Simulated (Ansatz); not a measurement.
Crystal: ZnCu2SnSe4.

```
Sn Se Zn Cu
1.0
    -2.88564    2.88564    5.73983
     2.88564   -2.88564    5.73983
     2.88564    2.88564   -5.73983
Sn Se Zn Cu
1 4 1 2
Direct
  0.50000 0.50000 0.00000
  0.36347 0.88971 0.99322
  0.89649 0.37025 0.00678
  0.11029 0.10351 0.47375
  0.62975 0.63653 0.52625
  0.75000 0.25000 0.50000
  0.00000 0.00000 0.00000
  0.25000 0.75000 0.50000
```

The cell comes from a database or a generator and needn't be the stable form of this composition.

```yaml
Program: Ansatz 0.2.0
Task: single point
Functional: PBEsol
Potentials_or_basis: Ansatz PAW
Cutoff: "420 eV (not typed: the program's choice for these potentials)"
k_mesh: 7 × 7 × 7
Occupations: fermi-dirac, width 0.05 eV
Spin: no spin polarisation
```

On this cell: pressure -3.1 GPa; largest force 0.146 eV/Å; band gap on the k mesh none (metal or under the smearing width).

The same run follows on a disturbed copy (atoms moved at random, drawn with an rms of 0.05 Å):

```
CELL_PARAMETERS angstrom
-2.88564 2.88564 5.73983
2.88564 -2.88564 5.73983
2.88564 2.88564 -5.73983
ATOMIC_POSITIONS crystal
Sn 0.50552 0.50208 0.00664
Se 0.36120 0.89022 0.98870
Se 0.90202 0.37536 0.00966
Se 0.11582 0.10614 0.47783
Se 0.62489 0.63519 0.52255
Zn 0.74792 0.24283 0.49355
Cu 0.00371 0.00502 0.00709
Cu 0.24768 0.74423 0.48743
```

**Question.** What does the disturbed cell give?

**Answer.** The energy (extrapolated to zero smearing) moves by +2.4 meV/atom; pressure -3.0 GPa; largest force 0.363 eV/Å; band gap on the k mesh none (metal or under the smearing width).

Forces in eV/Å, atoms in the order of the input:
```
Sn  -0.012 -0.167  0.184
Se  -0.129 -0.055 -0.066
Se  -0.119  0.013 -0.230
Se  -0.108 -0.089 -0.099
Se   0.154  0.316  0.092
Zn   0.064 -0.003  0.109
Cu  -0.055 -0.081  0.009
Cu   0.205  0.067  0.000
```

Stress tensor (GPa, compression positive):
```
-3.04  0.26 -0.09
 0.26 -3.04  0.16
-0.09  0.16 -2.95
```

Caveats: the run has no spin polarisation, though such a crystal can be magnetic; the PAW data sets come from PBE, with cores solved anew for the run's functional, which leaves a small shift of forces and pressure.
